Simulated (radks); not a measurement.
# Valence configurations of F⁺

NIST gives [He] 2s2 2p4 as the ground configuration of F⁺. Does this level of theory agree? Several fillings of the valence shells are run.

The numbers are computed with radks (a radial shooting solver on a logarithmic mesh, Libxc functionals) version 1 (non-relativistic Kohn-Sham, r2SCAN, spin-unpolarised, spherical densities, point nucleus), except any that are marked as measured or tabulated.

### 1 What is computed

```
element       : fluorine (Z = 9)
charge        : +1
electrons     : 8
configuration : [He] 2s2 2p4
others tried  : 2s1 2p5; 2s1.5 2p4.5; 2p6; 2s0.5 2p5.5
```

The outer shells:

F⁺
```
[He] core
2s [↑↓]
2p [↑↓][↑ ][↑ ]
```

### 2 [He] 2s2 2p4

The run's settings:

```text
Z 9
configuration [He] 2s2 2p4
relativity non-relativistic
functional r2scan,r2scan
spin unpolarised
nucleus point
```

### 3 [He] 2s1 2p5

The run's settings:

```text
Z 9
configuration [He] 2s1 2p5
relativity non-relativistic
functional r2scan,r2scan
spin unpolarised
nucleus point
```

### 4 [He] 2s1.5 2p4.5

The run's settings:

```text
Z 9
configuration [He] 2s1.5 2p4.5
relativity non-relativistic
functional r2scan,r2scan
spin unpolarised
nucleus point
```

### 5 [He] 2p6

The run's settings:

```text
Z 9
configuration [He] 2p6
relativity non-relativistic
functional r2scan,r2scan
spin unpolarised
nucleus point
```

### 6 [He] 2s0.5 2p5.5

The run's settings:

```text
Z 9
configuration [He] 2s0.5 2p5.5
relativity non-relativistic
functional r2scan,r2scan
spin unpolarised
nucleus point
```

Before running it: what results should come out? Wanted: for each run, valence; E − E(NIST configuration); highest level; its energy; 1s shift.

The runs gave:

```csv
valence,E − E(NIST configuration) (eV),highest level,its energy (eV),1s shift (eV)
2s2 2p4,0.000,2p,-28.783,+0.00
2s1.5 2p4.5,10.136,2p,-28.880,-0.08
2s1 2p5,20.263,2p,-28.975,-0.15
2s0.5 2p5.5,30.380,2p,-29.067,-0.22
2p6,40.485,2p,-29.156,-0.30
```

**Reading.** Theory agrees with NIST among these: the next, 2s1.5 2p4.5, lies 10.136 eV higher. The energies are those of spherical spin-averaged densities, not of single terms. The 1s eigenvalue shifts by up to 0.30 eV as the valence charge is rearranged.
